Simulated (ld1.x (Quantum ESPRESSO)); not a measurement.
**Pseudopotential generation for Sn: PAW, PBEsol**

Aim: build the potential from the settings below, then test how well it stands in for the atom: other configurations, scattering, ghost states and the plane-wave cutoff that it needs.

Program: ld1.x (Quantum ESPRESSO) 7.5. Reference atom: PBEsol, scalar-relativistic, spherical and spin-unpolarised. All values are calculated.

## Step 1: The atom and the settings

The settings as typed:

```
element                 : tin (Sn, Z = 50)
type                    : PAW
frozen core             : [Ar] 3d10
valence charge          : 22
reference configuration : 4s2 4p6 4d10 5s2 5p1.5 (charge +0.5)
partial waves           : 4s (bound): rcut 1.25, rcutus 1.55 bohr; 5s (bound): rcut 1.25, rcutus 1.55 bohr; 4p (bound): rcut 1.45, rcutus 1.65 bohr; 5p (bound): rcut 1.45, rcutus 1.65 bohr; 4d (bound): rcut 0.90, rcutus 1.25 bohr; 4d channel at -0.7 Ry: rcut 0.90, rcutus 1.25 bohr
local potential         : all-electron potential smoothed inside 1.55 bohr (lloc = -1)
core correction         : a·sin(br)/r model core inside 0.70 bohr
augmentation charge     : BESSEL, radius 0.90 bohr
```

## Step 2: Generation

Sn.in reads:

```
 &input
   title='Sn', zed=50., rel=1, dft='PBESOL', iswitch=3,
   config='[Kr] 4d10 5s2 5p1.5',
   nld=3, rlderiv=1.80, eminld=-12.0, emaxld=5.0, deld=0.04
 /
 &inputp
   pseudotype=3, lpaw=.true., tm=.true., lloc=-1, rcloc=1.55,
   nlcc=.true., rcore=0.70,
   which_augfun='BESSEL', rmatch_augfun=0.90,
   file_pseudopw='Sn.UPF', file_wfcaegen='ae.wfc', file_wfcncgen='nc.wfc', file_beta='beta', file_chi='chi', file_wfcusgen='us.wfc'
 /
6
4S  1  0   2.00   0.00  1.25  1.55  0.0
5S  2  0   2.00   0.00  1.25  1.55  0.0
4P  2  1   6.00   0.00  1.45  1.65  0.0
5P  3  1   1.50   0.00  1.45  1.65  0.0
4D  3  2  10.00   0.00  0.90  1.25  0.0
4D  3  2   0.00  -0.70  0.90  1.25  0.0
 &test
   configts(1)='4s2 4p6 4d10 5s2 5p1.5'
 /
```

On the command line:

```console
ld1.x < Sn.in > Sn.out
```

Output in Sn.out (without the banner and most projector matrices):

```text
     Program LD1 v.7.5
     --------------------------- All-electron run ----------------------------

     Sn
     scalar relativistic calculation

     atomic number is 50.00
     dft =PBESOL   lsd =0 sic =0 latt =0  beta=0.20 tr2=1.0E-14
     Exchange-correlation= PBESOL
                           (   1   4  10   8   0   0   0)
     mesh =1243 r(mesh) = 100.78374 a.u. xmin = -7.00 dx = 0.01250
     1 Ry =  13.60569312 eV, c = 137.03599908

     n l     nl                  e(Ry)          e(Ha)          e(eV)
     1 0     1S 1( 2.00)     -2131.6673     -1065.8336    -29002.8111
     2 0     2S 1( 2.00)      -322.0606      -161.0303     -4381.8572
     2 1     2P 1( 6.00)      -289.1918      -144.5959     -3934.6546
     3 0     3S 1( 2.00)       -62.3556       -31.1778      -848.3916
     3 1     3P 1( 6.00)       -51.6164       -25.8082      -702.2774
     4 0     4S 1( 2.00)       -10.1087        -5.0544      -137.5363
     4 1     4P 1( 6.00)        -6.8616        -3.4308       -93.3563
     3 2     3D 1(10.00)       -35.0724       -17.5362      -477.1846
     4 2     4D 1(10.00)        -2.1738        -1.0869       -29.5765
     5 0     5S 1( 2.00)        -1.0352        -0.5176       -14.0848
     5 1     5P 1( 1.50)        -0.5036        -0.2518        -6.8514

     final scf error:  9.6E-15 reached in  25 iterations

     Etot =  -12348.715617 Ry,   -6174.357808 Ha, -168012.835147 eV

     Ekin =   12892.257270 Ry,    6446.128635 Ha,  175408.096074 eV
     Encl =  -29854.110539 Ry,  -14927.055269 Ha, -406185.866451 eV
     Eh   =    4936.920678 Ry,    2468.460339 Ha,   67170.227713 eV
     Exc  =    -323.783026 Ry,    -161.891513 Ha,   -4405.292484 eV

     normalization and overlap integrals

     s(1S/1S) =  1.000000  <r> =   0.0291  <r2> =    0.0011  r(max) =   0.0188
     s(2S/2S) =  1.000000  <r> =   0.1256  <r2> =    0.0186  r(max) =   0.1068
     s(2P/2P) =  1.000000  <r> =   0.1096  <r2> =    0.0147  r(max) =   0.0853
     s(3S/3S) =  1.000000  <r> =   0.3396  <r2> =    0.1318  r(max) =   0.3090
     s(3P/3P) =  1.000000  <r> =   0.3379  <r2> =    0.1325  r(max) =   0.3013
     s(4S/4S) =  1.000000  <r> =   0.8186  <r2> =    0.7584  r(max) =   0.7412
     s(4P/4P) =  1.000000  <r> =   0.8859  <r2> =    0.8974  r(max) =   0.7890
     s(3D/3D) =  1.000000  <r> =   0.3147  <r2> =    0.1176  r(max) =   0.2498
     s(4D/4D) =  1.000000  <r> =   1.0989  <r2> =    1.4372  r(max) =   0.8829
     s(5S/5S) =  1.000000  <r> =   2.3481  <r2> =    6.2732  r(max) =   1.9897
     s(5P/5P) =  1.000000  <r> =   3.0352  <r2> =   10.6380  r(max) =   2.4917

     ------------------------ End of All-electron run ------------------------

     --------------------- Generating PAW atomic setup --------------------

      Generating local potential from pseudized AE potential:
      Matching radius rcloc =   1.5500

      Local pseudo, rcloc= 1.550 Estimated cut-off energy=    10.31 Ry

      Computing core charge for nlcc:

       r > 0.71 : true rho core
       r < 0.71 : rho core = a sin(br)/r    a=   9.94  b=   3.99

      Integrated core pseudo-charge :   2.07
      Wfc-us  4S rcutus= 1.550  Estimated cut-off energy=    23.98 Ry
      Wfc-us  5S rcutus= 1.550  Estimated cut-off energy=    48.99 Ry
      Wfc-us  4P rcutus= 1.670  Estimated cut-off energy=    31.68 Ry
      Wfc-us  5P rcutus= 1.670  Estimated cut-off energy=    59.45 Ry
      Wfc-us  4D rcutus= 1.237  Estimated cut-off energy=    75.55 Ry
      Wfc-us  4D rcutus= 1.237  Estimated cut-off energy=    81.62 Ry

     Required augmentation: BESSEL   radius:    0.900000
     Suggested rho cutoff for augmentation: 121.15 Ry

     Estimated PAW energy = -708.066783 Ryd

     The PAW screened D coefficients
     1.73053     5.61605     0.00000     0.00000     0.00000     0.00000
     5.61605     3.76968     0.00000     0.00000     0.00000     0.00000
     0.00000     0.00000    -4.17583     1.15386     0.00000     0.00000
     0.00000     0.00000     1.15386     0.01875     0.00000     0.00000
     0.00000     0.00000     0.00000     0.00000    -2.66590    -1.70151
     0.00000     0.00000     0.00000     0.00000    -1.70151    -1.08192

     The PAW descreened D coefficients (US)
     1.10391    -2.51159     0.00000     0.00000     0.00000     0.00000
    -2.51159    -4.02187     0.00000     0.00000     0.00000     0.00000
     0.00000     0.00000     6.17689    -4.18660     0.00000     0.00000
     0.00000     0.00000    -4.18660    -7.54296     0.00000     0.00000
     0.00000     0.00000     0.00000     0.00000    -1.27465    -0.69469
     0.00000     0.00000     0.00000     0.00000    -0.69469    -0.36146

     ------------------- End of pseudopotential generation -------------------

     [... the all-electron block is printed once more ...]


     Computing logarithmic derivative in   1.78916
     Computing logarithmic derivative in   1.78916
     Computing the partial wave expansion
     R is outside the sphere for l=    0 j= 0.00
     R is outside the sphere for l=    0 j= 0.00
     R is outside the sphere for l=    1 j= 0.00
     R is outside the sphere for l=    1 j= 0.00
     R is outside the sphere for l=    2 j= 0.00
     R is outside the sphere for l=    2 j= 0.00

     ---------------------- Testing the pseudopotential ----------------------

     Sn
     scalar relativistic calculation

     atomic number is 50.00   valence charge is 22.00
     dft = SLA  PW   PSX  PSC   lsd =0 sic =0 latt =0  beta=0.20 tr2=1.0E-14
     mesh =1243 r(mesh) = 100.78374 xmin = -7.00 dx = 0.01250

     n l     nl             e AE (Ry)        e PS (Ry)    De AE-PS (Ry)
     1 0     4S   1( 2.00)      -10.10873      -10.10851       -0.00022
     2 1     4P   1( 6.00)       -6.86156       -6.86134       -0.00022
     3 2     4D   1(10.00)       -2.17383       -2.17369       -0.00014
     2 0     5S   1( 2.00)       -1.03521       -1.03517       -0.00004
     3 1     5P   1( 1.50)       -0.50357       -0.50356       -0.00001

     eps = 7.6E-15  iter = 13

     Etot =  -12348.715617 Ry,   -6174.357808 Ha, -168012.835147 eV
     Etotps =  -708.066830 Ry,    -354.033415 Ha,   -9633.739996 eV

     Ekin =     560.453466 Ry,     280.226733 Ha,    7625.357873 eV
     Encl =   -1299.057526 Ry,    -649.528763 Ha,  -17674.578049 eV
     Ehrt =     354.320731 Ry,     177.160366 Ha,    4820.779134 eV
     Ecxc =    -323.783501 Ry,    -161.891751 Ha,   -4405.298954 eV
     (Ecc =      -3.763711 Ry,      -1.881855 Ha,     -51.207894 eV)

     ---------------------- End of pseudopotential test ----------------------
```

Run time: 3.5 s. Hardware: 1 thread of Neoverse-V1, shared host. This counts the later configuration tests of the new file too.

Partial waves on a coarse radial grid (AE all-electron, PS pseudo):

| r (bohr) | 4d AE | 4d PS | 5p AE | 5p PS |
| --- | --- | --- | --- | --- |
| 0.082 | -0.2157 | 0.0036 | 0.1018 | 0.0349 |
| 0.165 | -0.5132 | 0.0282 | -0.0881 | 0.1356 |
| 0.248 | -0.4929 | 0.0897 | -0.1726 | 0.2857 |
| 0.330 | -0.2377 | 0.1930 | -0.1028 | 0.4588 |
| 0.413 | 0.1034 | 0.3360 | 0.0311 | 0.6317 |
| 0.495 | 0.4222 | 0.5013 | 0.1548 | 0.7737 |
| 0.578 | 0.6804 | 0.6723 | 0.2384 | 0.8668 |
| 0.660 | 0.8602 | 0.8232 | 0.2730 | 0.8957 |
| 0.742 | 0.9702 | 0.9388 | 0.2658 | 0.8587 |
| 0.825 | 1.0235 | 1.0094 | 0.2263 | 0.7603 |
| 0.908 | 1.0328 | 1.0326 | 0.1652 | 0.6152 |
| 0.990 | 1.0116 | 1.0163 | 0.0925 | 0.4446 |
| 1.072 | 0.9701 | 0.9734 | 0.0142 | 0.2663 |
| 1.155 | 0.9154 | 0.9162 | -0.0659 | 0.0954 |
| 1.238 | 0.8538 | 0.8538 | -0.1434 | -0.0538 |
| 1.320 | 0.7901 | 0.7901 | -0.2155 | -0.1738 |
| 1.402 | 0.7262 | 0.7262 | -0.2818 | -0.2673 |
| 1.485 | 0.6633 | 0.6633 | -0.3425 | -0.3395 |
| 1.568 | 0.6033 | 0.6033 | -0.3966 | -0.3965 |
| 1.650 | 0.5475 | 0.5475 | -0.4435 | -0.4435 |
| 1.733 | 0.4950 | 0.4950 | -0.4847 | -0.4847 |
| 1.815 | 0.4472 | 0.4472 | -0.5194 | -0.5194 |
| 1.898 | 0.4027 | 0.4027 | -0.5489 | -0.5489 |
| 1.980 | 0.3626 | 0.3626 | -0.5730 | -0.5730 |
| 2.062 | 0.3261 | 0.3261 | -0.5925 | -0.5925 |
| 2.145 | 0.2926 | 0.2926 | -0.6078 | -0.6078 |

## Step 3: Testing the new file in other configurations

Sn.test.in reads:

```
 &input
   title='Sn', zed=50., rel=1, dft='PBESOL', iswitch=2,
   config='[Kr] 4d10 5s2 5p1.5'
 /
 &test
   file_pseudo='Sn.UPF', nconf=8,
   configts(1)='4s2 4p6 4d10 5s2 5p1.5',
   configts(2)='4s2 4p6 4d10 5s2 5p2',
   configts(3)='4s2 4p6 4d10 5s2 5p1',
   configts(4)='4s2 4p6 4d10 5s2 5p0',
   configts(5)='4s2 4p6 4d10 5s0 5p4',
   configts(6)='4s1 4p6 4d10 5s2 5p2',
   configts(7)='4s2 4p6 4d10 5s1 5p0',
   configts(8)='4s2 4p6 4d10 5s0 5p0'
 /
```

On the command line:

```console
ld1.x < Sn.test.in > Sn.test.out
```

Sn.test.out, the pseudopotential blocks, each with the warnings that came before it:

```text
     ---------------------- Testing the pseudopotential ----------------------

     Sn
     scalar relativistic calculation

     atomic number is 50.00   valence charge is 22.00
     dft =SLA  PW   PSX  PSC   lsd =0 sic =0 latt =0  beta=0.20 tr2=1.0E-14
     mesh =1243 r(mesh) = 100.78374 xmin = -7.00 dx = 0.01250

     n l     nl             e AE (Ry)        e PS (Ry)    De AE-PS (Ry)
     1 0     4S   1( 2.00)      -10.10873      -10.10851       -0.00022
     2 1     4P   1( 6.00)       -6.86156       -6.86134       -0.00022
     3 2     4D   1(10.00)       -2.17383       -2.17369       -0.00014
     2 0     5S   1( 2.00)       -1.03521       -1.03517       -0.00004
     3 1     5P   1( 1.50)       -0.50357       -0.50356       -0.00001

     eps = 3.6E-15  iter = 14

     Etot =  -12348.715617 Ry,   -6174.357808 Ha, -168012.835147 eV
     Etotps =  -708.066829 Ry,    -354.033415 Ha,   -9633.739987 eV

     Ekin =     560.453458 Ry,     280.226729 Ha,    7625.357753 eV
     Encl =   -1299.057517 Ry,    -649.528758 Ha,  -17674.577925 eV
     Ehrt =     354.320731 Ry,     177.160366 Ha,    4820.779135 eV
     Ecxc =    -323.783501 Ry,    -161.891750 Ha,   -4405.298950 eV
     (Ecc =      -3.763711 Ry,      -1.881855 Ha,     -51.207894 eV)

     ---------------------- End of pseudopotential test ----------------------

     ---------------------- Testing the pseudopotential ----------------------

     Sn
     [...]
     n l     nl             e AE (Ry)        e PS (Ry)    De AE-PS (Ry)
     1 0     4S   1( 2.00)       -9.83001       -9.82862       -0.00139
     2 1     4P   1( 6.00)       -6.58282       -6.58050       -0.00232
     3 2     4D   1(10.00)       -1.89569       -1.89503       -0.00066
     2 0     5S   1( 2.00)       -0.77871       -0.77797       -0.00075
     3 1     5P   1( 2.00)       -0.27257       -0.27295        0.00038

     eps = 1.2E-15  iter = 17

     Etot =  -12348.908598 Ry,   -6174.454299 Ha, -168015.460794 eV
     Etotps =  -708.260038 Ry,    -354.130019 Ha,   -9636.368727 eV
     dEtot_ae =      -0.192982 Ry
     dEtot_ps =      -0.193209 Ry,   Delta E=       0.000227 Ry

     [...]
     ---------------------- End of pseudopotential test ----------------------

     ---------------------- Testing the pseudopotential ----------------------

     Sn
     [...]
     n l     nl             e AE (Ry)        e PS (Ry)    De AE-PS (Ry)
     1 0     4S   1( 2.00)      -10.41914      -10.42030        0.00117
     2 1     4P   1( 6.00)       -7.17195       -7.17463        0.00268
     3 2     4D   1(10.00)       -2.48306       -2.48316        0.00010
     2 0     5S   1( 2.00)       -1.31446       -1.31506        0.00061
     3 1     5P   1( 1.00)       -0.75583       -0.75442       -0.00142

     eps = 8.8E-15  iter = 23

     Etot =  -12348.401615 Ry,   -6174.200807 Ha, -168008.562931 eV
     Etotps =  -707.752975 Ry,    -353.876488 Ha,   -9629.469788 eV
     dEtot_ae =       0.314002 Ry
     dEtot_ps =       0.313854 Ry,   Delta E=       0.000148 Ry

     [...]
     ---------------------- End of pseudopotential test ----------------------

     ---------------------- Testing the pseudopotential ----------------------

     Sn
     [...]
     n l     nl             e AE (Ry)        e PS (Ry)    De AE-PS (Ry)
     1 0     4S   1( 2.00)      -11.11619      -11.11494       -0.00125
     2 1     4P   1( 6.00)       -7.86875       -7.87396        0.00521  !
     3 2     4D   1(10.00)       -3.17543       -3.17066       -0.00477
     2 0     5S   1( 2.00)       -1.92269       -1.92253       -0.00016
     3 1     5P   1( 0.00)       -1.30750       -1.29799       -0.00951  !

     eps = 4.5E-15  iter = 37

     Etot =  -12347.374720 Ry,   -6173.687360 Ha, -167994.591314 eV
     Etotps =  -706.730326 Ry,    -353.365163 Ha,   -9615.555932 eV
     dEtot_ae =       1.340897 Ry
     dEtot_ps =       1.336503 Ry,   Delta E=       0.004394 Ry

     [...]
     ---------------------- End of pseudopotential test ----------------------

     Warning: n=1, l=0 expected 0 nodes, found 1
     Warning: n=2, l=1 expected 0 nodes, found 1
     ---------------------- Testing the pseudopotential ----------------------

     Sn
     [...]
     n l     nl             e AE (Ry)        e PS (Ry)    De AE-PS (Ry)
     1 0     4S   1( 2.00)      -10.05072       -9.79750       -0.25321  !
     2 1     4P   1( 6.00)       -6.80261       -6.52759       -0.27502  !
     3 2     4D   1(10.00)       -2.10601       -1.92549       -0.18052  !
     2 0     5S   1( 0.00)       -0.90030       -0.82370       -0.07660  !
     3 1     5P   1( 4.00)       -0.36025       -0.35923       -0.00102

     eps = 5.4E-15  iter = 48

     Etot =  -12347.861455 Ry,   -6173.930728 Ha, -168001.213682 eV
     Etotps =  -707.264113 Ry,    -353.632056 Ha,   -9622.818475 eV
     dEtot_ae =       0.854162 Ry
     dEtot_ps =       0.802716 Ry,   Delta E=       0.051446 Ry

     [...]
     ---------------------- End of pseudopotential test ----------------------
```

3 tests gave no usable energy difference (4s1 4p6 4d10 5s2 5p2; 4s2 4p6 4d10 5s1 5p0; 4s2 4p6 4d10 5s0 5p0); the test run stopped with "negative rho".

Energies count from the reference configuration 4s2 4p6 4d10 5s2 5p1.5; the error is all-electron less pseudo. A star marks tests that logged a warning. The frozen-core shift comes from a second all-electron run, not shown, with the core orbitals held at their reference shape; it is that run's ΔE less the relaxed one.

```tsv
valence configuration	charge	ΔE all-electron (eV)	error AE − PS (meV)	frozen-core shift (meV)
4s2 4p6 4d10 5s2 5p2	0	-2.626	+3.1	-0.4
4s2 4p6 4d10 5s2 5p1	+1	4.272	+2.0	+0.7
4s2 4p6 4d10 5s2 5p0	+2	18.244	+60	+3.2
4s2 4p6 4d10 5s0 5p4 *	0	11.621	+700	+0.3
```

## Step 4: Scattering by logarithmic derivatives

Taken from the files of the generation run. The phase is arctan(r·u′/u) with u = r·R, unwrapped, with energies in Ry. A pole is an energy at which the radial function vanishes at the test radius. The pseudo phase is shifted by a multiple of π to meet the all-electron one at the reference energy. Levels narrower than the energy grid can be missing from the poles. Left out: p, where the overlap operator is not positive , so their phases aren't trusted. The last column is the largest difference on the grid between −1 and +1 Ry.

```tsv
channel	radius (bohr)	reference (Ry)	poles AE	poles PS	window around the reference with phases within 0.05 rad (Ry)	largest difference near zero (rad)
s	1.79	-1.04	-9.98	-9.98	the whole range	0.002
d	1.79	-2.17	-1.40	-1.40	the whole range	0.000
```

Phases (rad) along the scan:

| E (Ry) | s AE | s PS | d AE | d PS |
| --- | --- | --- | --- | --- |
| -12.00 | 1.365 | 1.365 | 1.402 | 1.402 |
| -11.52 | 1.350 | 1.350 | 1.398 | 1.398 |
| -11.04 | 1.322 | 1.322 | 1.393 | 1.393 |
| -10.56 | 1.227 | 1.227 | 1.389 | 1.389 |
| -10.08 | -1.443 | -1.442 | 1.384 | 1.384 |
| -9.60 | -1.694 | -1.694 | 1.378 | 1.378 |
| -9.12 | -1.736 | -1.735 | 1.372 | 1.372 |
| -8.64 | -1.757 | -1.757 | 1.365 | 1.365 |
| -8.16 | -1.772 | -1.772 | 1.357 | 1.357 |
| -7.68 | -1.786 | -1.786 | 1.349 | 1.349 |
| -7.20 | -1.800 | -1.800 | 1.339 | 1.339 |
| -6.72 | -1.814 | -1.814 | 1.327 | 1.327 |
| -6.24 | -1.829 | -1.829 | 1.313 | 1.313 |
| -5.76 | -1.847 | -1.846 | 1.296 | 1.296 |
| -5.28 | -1.866 | -1.866 | 1.274 | 1.274 |
| -4.80 | -1.889 | -1.889 | 1.245 | 1.245 |
| -4.32 | -1.916 | -1.916 | 1.203 | 1.203 |
| -3.84 | -1.950 | -1.950 | 1.134 | 1.134 |
| -3.36 | -1.993 | -1.993 | 0.995 | 0.995 |
| -2.88 | -2.049 | -2.049 | 0.585 | 0.585 |
| -2.40 | -2.126 | -2.126 | -0.730 | -0.730 |
| -1.92 | -2.236 | -2.236 | -1.373 | -1.373 |
| -1.44 | -2.403 | -2.403 | -1.562 | -1.562 |
| -0.96 | -2.666 | -2.666 | -1.652 | -1.652 |
| -0.48 | -3.062 | -3.062 | -1.711 | -1.711 |
| 0.00 | -3.525 | -3.524 | -1.758 | -1.758 |
| 0.48 | -3.899 | -3.897 | -1.800 | -1.800 |
| 0.96 | -4.143 | -4.142 | -1.843 | -1.844 |
| 1.44 | -4.299 | -4.297 | -1.892 | -1.892 |
| 1.92 | -4.403 | -4.401 | -1.949 | -1.950 |
| 2.40 | -4.476 | -4.474 | -2.023 | -2.024 |
| 2.88 | -4.531 | -4.529 | -2.124 | -2.126 |
| 3.36 | -4.573 | -4.571 | -2.275 | -2.276 |
| 3.84 | -4.607 | -4.604 | -2.511 | -2.514 |
| 4.32 | -4.635 | -4.632 | -2.884 | -2.889 |
| 4.80 | -4.659 | -4.655 | -3.368 | -3.374 |

## Step 5: Plane-wave convergence, by spherical Bessel functions

A separate test, outside the generator: the pseudo-atom's Hamiltonian at the reference potential is diagonalised in spherical Bessel functions j_l(qr) that vanish at 20 bohr, with q² up to the cutoff.

No cutoffs are read. The overlap operator is not positive in p (lowest eigenvalue -0.895), so the test is not defined there. The ghost test is not conclusive.

## Step 6: Results

```
                                                quantity                                                                               value
                                                 cutoffs                                                                      not determined
                                            bound ghosts                                                                      not determined
                            largest test error (AE − PS)  +700 meV, for 4s2 4p6 4d10 5s0 5p4 (this test logged a warning) (3 tests unsolved)
largest phase difference near zero energy, channels read                                                                           0.002 rad
         lowest eigenvalue of the overlap (Bessel basis)                                                                          -0.895 (p)
```

What this shows: The overlap operator is not positive definite in p, so a plane-wave run would break down once the basis is large enough. The worst unpolarised test, 4s2 4p6 4d10 5s0 5p4, is off by 700 meV on 11.6 eV; by total energies transferability rates as poor. Freezing the core alone would shift it much less, so the error comes from the pseudisation. The test run broke off, so later configurations gave nothing; the verdict rests on few tests. No cutoffs are read. Ghosts could not be judged. Near zero energy the phases of the channels with partial waves that could be evaluated agree within 0.002 rad. These are tests on the free atom; a crystal test is still owed.
